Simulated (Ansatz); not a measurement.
BiS:

```
Bi S
1.0
     4.00294    0.00000    0.00000
     0.00000    4.00294    0.00000
     0.00000    0.00000    4.00294
Bi S
1 1
Direct
  0.50000 0.50000 0.50000
  0.00000 0.00000 0.00000
```

The cell was built by a generator and needn't be a form met in nature.

Base run:

* Program: Ansatz 0.2.0
* Functional: BLYP
* Potentials or basis: Ansatz PAW
* Cutoff: 420 eV (not typed: the program's choice for these potentials)
* k mesh: 7 × 7 × 7
* Occupations: fermi-dirac, width 0.05 eV
* Spin: no spin polarisation

Its results: band gap on the k mesh none (metal or under the smearing width); pressure -7.9 GPa.

Q: The run is repeated on the same cell with these changes: functional from BLYP to PBE; occupations from fermi-dirac, width 0.05 eV to gaussian, width 0.012 eV. What comes out?

A: Band gap on the k mesh none (metal or under the smearing width); pressure -10.9 GPa.

Caveats: spin-orbit coupling is left out, which moves the levels of the heavy elements; the PAW data sets come from PBE, with cores solved anew for the run's functional, which leaves a small shift of forces and pressure (some runs).
